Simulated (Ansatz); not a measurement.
Ta3Cu in Ansatz: the effect of functional

The system is Ta3Cu.

```
Ta Cu
1.0
    -2.04586    2.04586    4.29070
     2.04586   -2.04586    4.29070
     2.04586    2.04586   -4.29070
Ta Cu
3 1
Direct
  0.50000 0.50000 0.00000
  0.25000 0.75000 0.50000
  0.75000 0.25000 0.50000
  0.00000 0.00000 0.00000
```

The cell comes from a database or a generator and needn't be the stable form of this composition.

The cell isn't the ideal one: volume scaled by 1.06.

Alike in all runs:

| Quantity | Value |
| --- | --- |
| Program | Ansatz 0.2.0 |
| Task | single point |
| Potentials or basis | Ansatz PAW |
| k mesh | 9 × 9 × 9 |
| Occupations | fermi-dirac, width 0.05 eV |
| Spin | no spin polarisation |

Task: One run gave: pressure -9.1 GPa. Which functional did it use?
A. PBE
B. LDA
C. r2SCAN

Result: A.

```csv
functional,cutoff,pressure (GPa)
LDA,420 eV (not typed: the program's choice for these potentials),-19.5
r2SCAN,500 eV (not typed: the program's choice for these potentials),-12.2
PBE,420 eV (not typed: the program's choice for these potentials),-9.1
```

Caveats: the PAW data sets come from PBE, with cores solved anew for the run's functional, which leaves a small shift of forces and pressure (some runs).
